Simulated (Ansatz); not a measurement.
# Ba2CaCu2HgO6: the cost of one run

Computed with the Python package of Ansatz 0.2.0. Level of theory: DFT LDA, plane waves, PAW.

## (1) The system

It takes space group P4/mmm (No. 123, tetragonal). Conventional cell: a = 3.905 Å, b = 3.905 Å, c = 13.059 Å, α = 90.00°, β = 90.00°, γ = 90.00°. Ba (site symmetry 4mm) is surrounded by 8 O at 2.76 to 2.93 Å. Around Ca (site symmetry 4/mmm) lie 8 O at 2.51 Å. Around Cu (site symmetry 4mm) lie 4 O at 1.95 Å. Around Hg (site symmetry 4/mmm) lie 2 O at 2.01 Å. O (site symmetry 4mm) is surrounded by 1 Hg at 2.01 Å and 4 Ba at 2.93 Å. Around O (site symmetry 2mm) lie 2 Cu at 1.95 Å and 2 Ca at 2.51 Å and 2 Ba at 2.76 Å.

No structure file is read: the coordinates are typed or built in the script.

## (2) Script

vcrelax.py reads:

```python
"""Cell relaxation of Ba2CaCu2HgO6."""

import logging
import sys
import warnings

import ansatz as az
from ase import Atoms
from ase.data import atomic_numbers
from ase.neighborlist import neighbor_list
import matplotlib.pyplot as plt
import numpy as np
import spglib

logging.basicConfig(stream=sys.stdout, format="[%(levelname)s] %(message)s")
logger = logging.getLogger("calc")
logger.setLevel(logging.INFO)

def edges_and_angles(cell):
    cell = np.asarray(cell)
    a, b, c = np.linalg.norm(cell, axis=1)
    cosines = cell[1] @ cell[2] / (b * c), cell[0] @ cell[2] / (a * c), cell[0] @ cell[1] / (a * b)
    return (a, b, c, *np.degrees(np.arccos(cosines)))

warnings.simplefilter("ignore", az.DeckWarning)

cell = (
    az.Lattice.from_parameters(3.904834, 3.904834, 13.058604, alpha=90, beta=90, gamma=90)
    .space_group(123, hermann_mauguin="P4/mmm")
    .atom("Ba", [0.5, 0.5, 0.229906])
    .atom("Ca", [0.5, 0.5, 0.5])
    .atom("Cu", [0.0, 0.0, 0.385088])
    .atom("Hg", [0.0, 0.0, 0.0])
    .atom("O", [0.0, 0.0, 0.845852])
    .atom("O", [0.5, 0.0, 0.621069])
)

# every cell quantity that the symmetry leaves free
model = (
    cell.calculation()
    .functional("LDA")
    .basis(18 * az.Ha)
    .kpoints(6, 6, 2)
    .occupations("Fermi-Dirac")
    .relax(force_tolerance=0.03, max_steps=60, cell=True)
)
steps = []


def follow(event):
    if event["event"] != "relax_step":
        return
    row = event["data"]
    steps.append(row)
    logger.info(f"step {row['step']:3d}  E = {row['lagrangian_ev']:.5f} eV  largest force component = {row['allowed_force_max_ev_ang']:.4f} eV/A  P = {row['pressure_gpa']:.3f} GPa")


outcome = model.session().plan(threads=1).execute(on_event=follow)
r = outcome.report

first, last = steps[0], steps[-1]
symbols = [site.symbol for site in outcome.lattice.sites]
logger.info(f"energy gained {first['lagrangian_ev'] - last['lagrangian_ev']:.4f} eV in {len(steps) - 1} steps")
for label, vectors in (("before", first["cell_ang"]), ("after", outcome.lattice.cell_ang)):
    print(label, "a b c (A) {:.4f} {:.4f} {:.4f}  angles {:.2f} {:.2f} {:.2f}".format(*edges_and_angles(vectors)), f" V = {abs(np.linalg.det(vectors)):.3f} A^3")
print("final stress xx yy zz (GPa, compression positive):", np.round(np.diag(r["stress_gpa"]), 3) + 0.0)

fractions = [site.position_frac for site in outcome.lattice.sites]
numbers = [atomic_numbers[s] for s in symbols]
for tolerance in (1e-3, 1e-2, 1e-1):
    print(f"space group at {tolerance} A:", spglib.get_spacegroup((outcome.lattice.cell_ang, fractions, numbers), symprec=tolerance))

fig, (top, bottom) = plt.subplots(2, 1, sharex=True, figsize=(4.5, 4))
top.plot([s["lagrangian_ev"] - last["lagrangian_ev"] for s in steps], "o-")
top.set_ylabel("E - E(final) (eV)")
bottom.semilogy([max(s["allowed_force_max_ev_ang"], 1e-6) for s in steps], "s-")
bottom.set(xlabel="step", ylabel="largest force (eV/A)")
fig.tight_layout()
fig.savefig("relax.png", dpi=100)

final = Atoms(symbols, positions=last["positions_ang"], cell=outcome.lattice.cell_ang, pbc=True)
i, j, d = neighbor_list("ijd", final, 4.5)
logger.info("neighbours within 1.1 times the shortest distance of each atom (A)")
for atom in range(len(final)):
    near = [m for m in np.argsort(d) if i[m] == atom]
    shell = [m for m in near if d[m] < 1.1 * d[near[0]]]
    print(f"{symbols[atom]}{atom} ({len(shell)}):", ", ".join(f"{symbols[j[m]]} {d[m]:.3f}" for m in shell))

logger.info("atom   start x y z (A)              end x y z (A)")
for symbol, a, b in zip(symbols, first["positions_ang"], last["positions_ang"]):
    print(f"{symbol:3s}", " ".join(f"{v:8.4f}" for v in a), "  ", " ".join(f"{v:8.4f}" for v in b))

energy = r["free_energy_ev"]
logger.info("F of the Ba2CaCu2HgO6 cell: {:.6f} eV = {:.6f} Ry = {:.6f} Ha".format(energy, energy / 13.605693, energy / 27.211386))
logger.info("Fermi level {:.4f} eV, {} k-points, {} symmetry operations".format(r["fermi_energy_ev"], r["n_kpoints"], r["n_symmetry_ops"]))
```

## (3) Running it

Launch:

```sh
$ python vcrelax.py
```

Q: Estimate wall time and peak memory on 1 thread of Intel Xeon Platinum 8259CL at 2.50GHz (Skylake/Cascade Lake), shared host.

About 3 min, with a peak of 0.84 GiB.
